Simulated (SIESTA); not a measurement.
**Sn3Se under changes of volume**

One of the cells (26.656 Å³/atom); the others are scaled copies at fixed shape and fractional positions:

```
CELL_PARAMETERS angstrom
4.74188 0.00000 0.00000
0.00000 4.74188 0.00000
0.00000 0.00000 4.74188
ATOMIC_POSITIONS crystal
Sn 0.50000 0.50000 0.00000
Sn 0.50000 0.00000 0.50000
Sn 0.00000 0.50000 0.50000
Se 0.00000 0.00000 0.00000
```

The cell comes from a database or a generator and needn't be the stable form of this composition.

* Program: SIESTA 5.4.2
* Functional: LDA
* Potentials or basis: PseudoDojo 0.4 standard (LDA files)
* Basis: DZP (energy shift 0.003 Ry; two zetas on semicore shells)
* Grid cutoff: 500 Ry
* Energy shift: 0.003 Ry
* k mesh: 6 × 6 × 6
* Occupations: fermi-dirac, width 0.05 eV
* Spin: no spin polarisation

```tsv
volume (Å³/atom)	energy over the lowest point (meV/atom)	pressure (GPa)
25.056	0.00	0.1
25.590	1.75	-1.1
26.123	7.21	-2.1
26.656	15.85	-3.0
27.189	?	?
27.722	41.26	-4.5
28.255	57.44	-5.1
```

Task: What does the run at 27.189 Å³/atom give?

Result: Energy over the lowest point 27.31 meV/atom; pressure -3.8 GPa.

Worked out: A Birch-Murnaghan fit of order 3 (a polynomial in V^(-2/3)) to the other rows has its minimum at 25.08 Å³/atom with B0 = V·E''(V) = 58 GPa and B' = 4.9. It gives 27.31 meV/atom at 27.189 Å³/atom, against the run's 27.31, and -dE/dV = -3.8 GPa, against -3.8.

Energies are extrapolated to zero smearing.

Caveats: the basis of atomic orbitals isn't converged, which shifts pressures, moduli and gaps.
